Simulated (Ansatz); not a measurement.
Task: a relaxation of cell and ions of Mo3Pt, space group Pm-3m, with Ansatz 0.2.0 through its Python package. Give the script and its output. Use: LDA, norm-conserving potentials, the default cutoff (1143 eV here), 4×4×4 k-points, cold smearing of 0.01 eV.

```
CELL_PARAMETERS angstrom
3.97398 0.00000 0.00000
0.00000 3.97398 0.00000
0.00000 0.00000 3.97398
ATOMIC_POSITIONS crystal
Mo 0.00000 0.50000 0.50000
Mo 0.50000 0.00000 0.50000
Mo 0.50000 0.50000 0.00000
Pt 0.00000 0.00000 0.00000
```

The script, `run_vcrelax.py`:
```python
"""Relax cell and ions of Mo3Pt."""

import json

import ansatz as az
from ase import Atoms
from ase.io import write
import numpy as np

def edges_and_angles(cell):
    cell = np.asarray(cell)
    a, b, c = np.linalg.norm(cell, axis=1)
    cosines = cell[1] @ cell[2] / (b * c), cell[0] @ cell[2] / (a * c), cell[0] @ cell[1] / (a * b)
    return (a, b, c, *np.degrees(np.arccos(cosines)))

vectors = np.array([
    [3.97398, 0.0, 0.0],
    [0.0, 3.97398, 0.0],
    [0.0, 0.0, 3.97398],
])
mo3pt = (
    az.Lattice.of(vectors)
    .atom("Mo", (0.0, 0.5, 0.5))
    .atom("Mo", (0.5, 0.0, 0.5))
    .atom("Mo", (0.5, 0.5, 0.0))
    .atom("Pt", (0.0, 0.0, 0.0))
)

# edges free, angles fixed
calculation = (
    mo3pt.calculation()
    .occupations("cold", width=0.01)
    .kpoints(density=1.9)
    .scf(lower_state_search="standard")
    .pseudopotentials("nc")
    .functional(az.Functional.LDA)
    .accuracy("low")
    .relax(fix_cell=["angles"])
)
done = calculation.run(events_out="events.ndjson")
with open("events.ndjson") as stream:
    events = [json.loads(line) for line in stream]
steps = [e["data"] for e in events if e["event"] == "relax_step"]
r = done.report
print("step   energy (eV)     max comp. (eV/A)   P (GPa)  SCF")
for s in steps:
    print(f"{s['step']:4d} {s['lagrangian_ev']:15.5f} {s['allowed_force_max_ev_ang']:12.4f} {s['pressure_gpa']:10.3f} {s['n_scf']:5d}")

first, last = steps[0], steps[-1]
symbols = [site.symbol for site in done.lattice.sites]
print(f"energy gained {first['lagrangian_ev'] - last['lagrangian_ev']:.4f} eV in {len(steps) - 1} steps")
for label, vectors in (("before", first["cell_ang"]), ("after", done.lattice.cell_ang)):
    print(label, "a b c (A) {:.4f} {:.4f} {:.4f}  angles {:.2f} {:.2f} {:.2f}".format(*edges_and_angles(vectors)), f" V = {abs(np.linalg.det(vectors)):.3f} A^3")
print("final stress xx yy zz (GPa, compression positive):", np.round(np.diag(r["stress_gpa"]), 3) + 0.0)

change = np.array(last["positions_ang"]) @ np.linalg.inv(last["cell_ang"]) - np.array(first["positions_ang"]) @ np.linalg.inv(first["cell_ang"])
moved = np.linalg.norm(change @ np.array(last["cell_ang"]), axis=1)
print("displacement within the cell, strain taken out (A):", " ".join(f"{s}:{d:.3f}" for s, d in zip(symbols, moved)))

print("relaxed fractional positions")
for site in done.lattice.sites:
    print(f"  {site.symbol:2s}", " ".join(f"{v % 1:8.5f}" for v in np.round(site.position_frac, 5)))

relaxed = Atoms(symbols, positions=[site.position_ang for site in done.lattice.sites], cell=done.lattice.cell_ang, pbc=True)
write("relaxed.vasp", relaxed, format="vasp")

energy = r["free_energy_ev"]
print("Mo3Pt: {:.6f} eV = {:.6f} Ry = {:.6f} Ha".format(energy, energy / 13.605693, energy / 27.211386))
print("Fermi level {:.4f} eV, {} k-points, {} symmetry operations".format(r["fermi_energy_ev"], r["n_kpoints"], r["n_symmetry_ops"]))

print(calculation.to_yaml())
```

Output of `python run_vcrelax.py`:
```text
DeckWarning: basis.ecutwfc = 1142.878222 eV, auto-derived from the records' recommended cutoffs: set by Pt (normal level)
step   energy (eV)     max comp. (eV/A)   P (GPa)  SCF
   1     -9301.18303       0.0000    -14.396     8
   2     -9300.75853       0.0000     36.829     6
   3     -9301.33210       0.0000     -2.578     9
   4     -9301.33628       0.0000      0.260     5
   5     -9301.33632       0.0000      0.004     4
   6     -9301.33610       0.0000     -0.004     5
   6     -9301.33610       0.0000     -0.004     5
energy gained 0.1531 eV in 6 steps
before a b c (A) 3.9740 3.9740 3.9740  angles 90.00 90.00 90.00  V = 62.759 A^3
after a b c (A) 3.9043 3.9043 3.9043  angles 90.00 90.00 90.00  V = 59.516 A^3
final stress xx yy zz (GPa, compression positive): [-0.004 -0.004 -0.004]
displacement within the cell, strain taken out (A): Mo:0.000 Mo:0.000 Mo:0.000 Pt:0.000
relaxed fractional positions
  Mo  0.00000  0.50000  0.50000
  Mo  0.50000  0.00000  0.50000
  Mo  0.50000  0.50000  0.00000
  Pt  0.00000  0.00000  0.00000
Mo3Pt: -9301.336099 eV = -683.635600 Ry = -341.817800 Ha
Fermi level 22.5104 eV, 10 k-points, 48 symmetry operations
crystal:
  lattice:
    - [3.97398, 0.0, 0.0]
    - [0.0, 3.97398, 0.0]
    - [0.0, 0.0, 3.97398]
  atoms:
    - { symbol: Mo, position: [0.0, 0.5, 0.5] }
    - { symbol: Mo, position: [0.5, 0.0, 0.5] }
    - { symbol: Mo, position: [0.5, 0.5, 0.0] }
    - { symbol: Pt, position: [0.0, 0.0, 0.0] }
accuracy: low
kpoints:
  mp_grid:
    kspacing: 0.5263157894736842
hamiltonian:
  xc: lda
  pseudopotentials:
    kind: nc
scf:
  lower_state_search: standard
  occupations:
    method: cold
    width: 0.01
relax:
  cell:
    fix: [angles]
```
(Warnings from the package without file and line.)

File `relaxed.vasp` afterwards:
```text
Mo Pt
 1.0000000000000000
     3.9043233988886290    0.0000000000000000   -0.0000000000000000
     0.0000000000000000    3.9043233988886290    0.0000000000000000
    -0.0000000000000000    0.0000000000000000    3.9043233988886290
 Mo  Pt
   3   1
Cartesian
 -0.0000000000000000  1.9521616994443145  1.9521616994443145
  1.9521616994443145 -0.0000000000000000  1.9521616994443145
  1.9521616994443145  1.9521616994443145  0.0000000000000000
  0.0000000000000000  0.0000000000000000 -0.0000000000000000
```

Caveats:
- These settings explore the input space; cutoff and mesh may be short of convergence.
- Forces vanish by symmetry, so the ions can't move, and the end may be a saddle.
- The mesh is modest for a metal, so energies can be off by several to tens of meV an atom and pressures by half a GPa or more; differences at equal mesh fare better.
- Only differences from the Fermi energy are physical; the zero of the scale is a convention.
- Energies along a relaxation are free energies. Rows at an unchanged volume are solved on a plane-wave basis chosen afresh for that cell, so the energy jumps there and such rows are no steps of the walk.
- Spin-orbit coupling, which matters for elements this heavy, is left out.
- This cell is a computed structure, which may not be the phase found in nature.
- The whole script took 38 s on 1 thread of Arm Neoverse V1 (shared host), peak memory 0.49 GiB.

(Lines on the test bed's own set-up are left out of the output.)
